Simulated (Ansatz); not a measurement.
# K3TeH: the cost of one run

Computed with Ansatz 0.2.0 (DFT PBE, scalar-relativistic, plane waves, PAW, unless a step's input says otherwise).

## Step 1: The system as given

Symmetry: P6/mmm, No. 191, hexagonal system. The conventional cell has a = 6.411 Å, b = 6.411 Å, c = 4.152 Å, α = 90.00°, β = 90.00°, γ = 120.00°. K (site symmetry mmm) has 4 K at 3.21 Å and 2 H at 3.21 Å as nearest neighbours. Te (site symmetry 6/mmm) has 2 H at 2.08 Å as nearest neighbours. H (site symmetry 6/mmm) is surrounded by 2 Te at 2.08 Å.

Structure file:

```cif
data_structure
_symmetry_space_group_name_H-M 'P6/mmm'
_symmetry_Int_Tables_number 191
_cell_length_a 6.4108
_cell_length_b 6.4108
_cell_length_c 4.1519
_cell_angle_alpha 90.000
_cell_angle_beta 90.000
_cell_angle_gamma 120.000
_cell_volume 147.77
loop_
_atom_site_label
_atom_site_type_symbol
_atom_site_symmetry_multiplicity
_atom_site_Wyckoff_symbol
_atom_site_fract_x
_atom_site_fract_y
_atom_site_fract_z
_atom_site_occupancy
K1 K 3 g 0.50000 0.00000 0.50000 1
Te1 Te 1 a 0.00000 0.00000 0.00000 1
H1 H 1 b 0.00000 0.00000 0.50000 1
```

Recipe of the guess: random cell by space group and Wyckoff sites (P6/mmm, No. 191). Its size is a rough estimate.

## Step 2: Probe: one point on a coarse mesh

input.yaml reads:

```yaml
crystal:
  lattice:
    - [6.41076779, 0.0, 0.0]
    - [-3.20538389, 5.55188776, 0.0]
    - [0.0, 0.0, 4.15189364]
  atoms:
    - { symbol: K, position: [0.5, 0.0, 0.5] }
    - { symbol: K, position: [0.0, 0.5, 0.5] }
    - { symbol: K, position: [0.5, 0.5, 0.5] }
    - { symbol: Te, position: [0.0, 0.0, 0.0] }
    - { symbol: H, position: [0.0, 0.0, 0.5] }
basis:
  ecutwfc: 420
kpoints:
  mp_grid: { grid: [3, 3, 4] }
hamiltonian:
  xc: pbe
scf:
  occupations: { method: gaussian, width: 0.1 }
  lower_state_search: "off"
output:
  forces: true
  stress: true
  eigenvalues: true
```

Run with:

```console
ansatz run input.yaml --threads 1 --pin off --max-ram 2560MiB --backend cpu --events-out ev --progress --plain --runs-dir out
```

Q: Estimate wall time and peak memory on 1 thread of Arm Neoverse V1, shared host.

About 2.7 s, with a peak of 0.36 GiB.
